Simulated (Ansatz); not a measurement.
# W3N4: convergence and cost

The task, for W3N4: test the k-point mesh shifted by half a step.

Method: DFT PBE, scalar-relativistic, plane waves, PAW, in Ansatz 0.2.0.

4 further runs of the same task are left out: 3 for a known fault of the program, 1 set aside as unsound or not needed. Runs told in other sessions of the task aren't counted.

### 1 The starting structure

It takes space group Pm-3m (No. 221, cubic). The conventional cell has a = 4.122 Å, b = 4.122 Å, c = 4.122 Å, α = 90.00°, β = 90.00°, γ = 90.00°. W (site symmetry 4/mmm) has 6 N at 2.06 Å in its first shell of neighbours. N (site symmetry m-3m) has 6 W at 2.06 Å in its first shell of neighbours. N (site symmetry 4/mmm) is surrounded by 4 W at 2.06 Å.

As a file:

```
CELL_PARAMETERS angstrom
4.12200 0.00000 0.00000
0.00000 4.12200 0.00000
0.00000 0.00000 4.12200
ATOMIC_POSITIONS crystal
W 0.50000 0.50000 0.00000
W 0.00000 0.50000 0.50000
W 0.50000 0.00000 0.50000
N 0.50000 0.50000 0.50000
N 0.50000 0.00000 0.00000
N 0.00000 0.50000 0.00000
N 0.00000 0.00000 0.50000
```

Source of the structure: the Crystallography Open Database. It is taken as it stands there.

### 2 The base run, which the others are set against

input.yaml reads:

```yaml
crystal:
  lattice:
    - [4.122, 0.0, 0.0]
    - [0.0, 4.122, 0.0]
    - [0.0, 0.0, 4.122]
  atoms:
    - { symbol: W, position: [0.5, 0.5, 0.0] }
    - { symbol: W, position: [0.0, 0.5, 0.5] }
    - { symbol: W, position: [0.5, 0.0, 0.5] }
    - { symbol: "N", position: [0.5, 0.5, 0.5] }
    - { symbol: "N", position: [0.5, 0.0, 0.0] }
    - { symbol: "N", position: [0.0, 0.5, 0.0] }
    - { symbol: "N", position: [0.0, 0.0, 0.5] }
basis:
  ecutwfc: 420
kpoints:
  mp_grid: { grid: [10, 10, 10] }
hamiltonian:
  xc: pbe
scf:
  occupations: { method: gaussian, width: 0.1 }
output:
  forces: true
  stress: true
  eigenvalues: true
  populations: true
```

It was run beforehand and gave: -4670.0632 eV/atom at zero smearing, pressure 27.02 GPa, largest force 0.000 eV/Å, no gap on the mesh, in 6 SCF cycles and 9.3 s.

### 3 K-point mesh shifted by half a step: 4×4×4

input.yaml reads:

```yaml
crystal:
  lattice:
    - [4.122, 0.0, 0.0]
    - [0.0, 4.122, 0.0]
    - [0.0, 0.0, 4.122]
  atoms:
    - { symbol: W, position: [0.5, 0.5, 0.0] }
    - { symbol: W, position: [0.0, 0.5, 0.5] }
    - { symbol: W, position: [0.5, 0.0, 0.5] }
    - { symbol: "N", position: [0.5, 0.5, 0.5] }
    - { symbol: "N", position: [0.5, 0.0, 0.0] }
    - { symbol: "N", position: [0.0, 0.5, 0.0] }
    - { symbol: "N", position: [0.0, 0.0, 0.5] }
basis:
  ecutwfc: 420
kpoints:
  mp_grid: { grid: [4, 4, 4], shift: [0.5, 0.5, 0.5] }
hamiltonian:
  xc: pbe
scf:
  occupations: { method: gaussian, width: 0.1 }
output:
  forces: true
  stress: true
  eigenvalues: true
```

Command:

```
$ ansatz run input.yaml --threads 2 --pin off --max-ram 5120MiB --backend cpu --events-out ev --progress --plain --runs-dir out
```

### 4 K-point mesh shifted by half a step: 6×6×6

input.yaml: that of step 3 with these lines changed.

```diff
@@ -16,3 +16,3 @@
 kpoints:
-  mp_grid: { grid: [4, 4, 4], shift: [0.5, 0.5, 0.5] }
+  mp_grid: { grid: [6, 6, 6], shift: [0.5, 0.5, 0.5] }
 hamiltonian:
```

### 5 K-point mesh shifted by half a step: 8×8×8

input.yaml: that of step 4 with these lines changed.

```diff
@@ -16,3 +16,3 @@
 kpoints:
-  mp_grid: { grid: [6, 6, 6], shift: [0.5, 0.5, 0.5] }
+  mp_grid: { grid: [8, 8, 8], shift: [0.5, 0.5, 0.5] }
 hamiltonian:
```

(Steps that only read results are left out.)

Q: Predict the outcome of the series: the values and the trend.

**Answer**, as computed:

```
                                                 quantity                    value
largest energy shift, k-point mesh shifted by half a step  -20.7 meV/atom at 4×4×4
```

**Reading.** The densest shifted mesh lands 1.75 meV/atom from the base run. The listed cell is far from this method's equilibrium (27.0 GPa, forces up to 0.00 eV/Å), so its values are not those of the relaxed crystal. The runs treat W without spin-orbit coupling.
